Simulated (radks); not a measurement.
# Ionisation energy and size from Tb⁺ to Lu⁺

An exercise on one series of results from a longer session: the logs are not shown, and one member is left open.

The numbers are computed with radks (a radial shooting solver on a logarithmic mesh, Libxc functionals) version 1 (Dirac Kohn-Sham, LDA (Slater exchange, Perdew-Wang correlation), spin-unpolarised, spherical densities, point nucleus; open shells fill j = l - 1/2 first), except any that are marked as measured or tabulated.

## The system

| Item | Value |
| --- | --- |
| species | Tb⁺, Dy⁺, Ho⁺, Er⁺, Tm⁺, Yb⁺, Lu⁺ |
| runs | 14, each species and its next ion |

Set-up of the first run:

Settings of this run:

```text
Z 65
configuration [Xe] 4f9 6s1
relativity Dirac
functional lda,pw
spin unpolarised
j_filling energy
nucleus point
c 137.035999084
```

Steps of the session up to this table: Tb⁺, [Xe] 4f9 6s1; Tb²⁺, [Xe] 4f9; Dy⁺, [Xe] 4f10 6s1; Dy²⁺, [Xe] 4f10; Ho⁺, [Xe] 4f11 6s1; Ho²⁺, [Xe] 4f11; Er⁺, [Xe] 4f12 6s1; Er²⁺, [Xe] 4f12; Tm⁺, [Xe] 4f13 6s1; Tm²⁺, [Xe] 4f13; Yb⁺, [Xe] 4f14 6s1; Yb²⁺, [Xe] 4f14; Lu⁺, [Xe] 4f14 6s2; Lu²⁺, [Xe] 4f14 6s1.

One of the session's tables, all rows but one given; the rest of the session is left out.

```
species  Δ-SCF (eV)  −ε(HOMO) (eV)  its <r> (bohr)
    Tb⁺           ?              ?               ?
    Dy⁺      11.868          9.108            3.67
    Ho⁺      12.015          9.218            3.63
    Er⁺      12.162          9.329            3.58
    Tm⁺      12.311          9.441            3.54
    Yb⁺      12.461          9.470            3.50
    Lu⁺      14.563         11.282            3.24
```

**Question.** Estimate the row for Tb⁺.

The run gave: Δ-SCF (eV): 11.722; −ε(HOMO) (eV): 8.998; its <r> (bohr): 3.72. In the column «Δ-SCF (eV)» it is the lowest.

To keep in mind: For Yb⁺ the highest level isn't the widest one, so −ε(HOMO) and <r> belong to different orbitals, and Δ-SCF follows the ion's typed configuration. Spin polarisation and multiplet splitting are left out, so open shells lie too high by an amount that depends on their filling.
